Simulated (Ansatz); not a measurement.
Run this with the Python package of Ansatz (0.2.0) and show what comes out.

Script `cli_dimer.py`:
```python
"""Binding of a ClI dimer at a trial geometry."""

import ansatz
import numpy as np

BASIS_SET = "def2-SVPD"
METHOD = "mp2"

FIRST = [
    ("I", (0.0, 0.0, -1.14)),
    ("Cl", (0.0, 0.0, 1.14)),
]
SECOND = [
    ("I", (2.9929, 1.2532, 2.0531)),
    ("Cl", (5.1643, 1.1436, 2.7398)),
]

def energy(atoms, ghosts=()):
    molecule = ansatz.Crystal.molecule()
    for symbol, xyz in atoms:
        molecule = molecule.atom(symbol, xyz)
    calc = (
        molecule.calculation()
        .basis(gaussian=BASIS_SET)
        .correlation(METHOD)
    )
    deck = calc.input()
    if ghosts:
        deck = deck.set(ansatz.key.basis.gaussian.ghost_atoms, [{"symbol": s, "position_ang": list(xyz)} for s, xyz in ghosts])
    return ansatz.Session.from_dict(deck).plan().execute().report["free_energy_ev"]

# monomers in their own basis and in the basis of the dimer
direction = np.array([0.8358, 0.2456, 0.4911])
print("shift (A)   counterpoise-corrected interaction (kcal/mol)")
for shift in (-0.3, 0.0, 0.4, 1.0, 2.0):
    moved = [(s, tuple(np.round(np.array(xyz) + shift * direction, 4))) for s, xyz in SECOND]
    gain = energy(FIRST + moved) - energy(FIRST, moved) - energy(moved, FIRST)
    print(f"{shift:8.2f} {23.060548 * gain:14.3f}")
```

```console
$ python cli_dimer.py
shift (A)   counterpoise-corrected interaction (kcal/mol)
   -0.30          0.701
    0.00         -1.497
    0.40         -1.779
    1.00         -1.130
    2.00         -0.441
```

What to keep in mind:
- The dimer is a generated trial pose of unrelaxed monomers, not a minimum, so the figure is no binding energy, and the basis set is small.
- def2 sets replace the cores of elements past krypton by effective core potentials.
- The spin state was assumed, and another may lie lower.
- Hardware and time: 48 s on 1 thread of Arm Neoverse V2, on a shared host, peak memory 0.52 GiB.
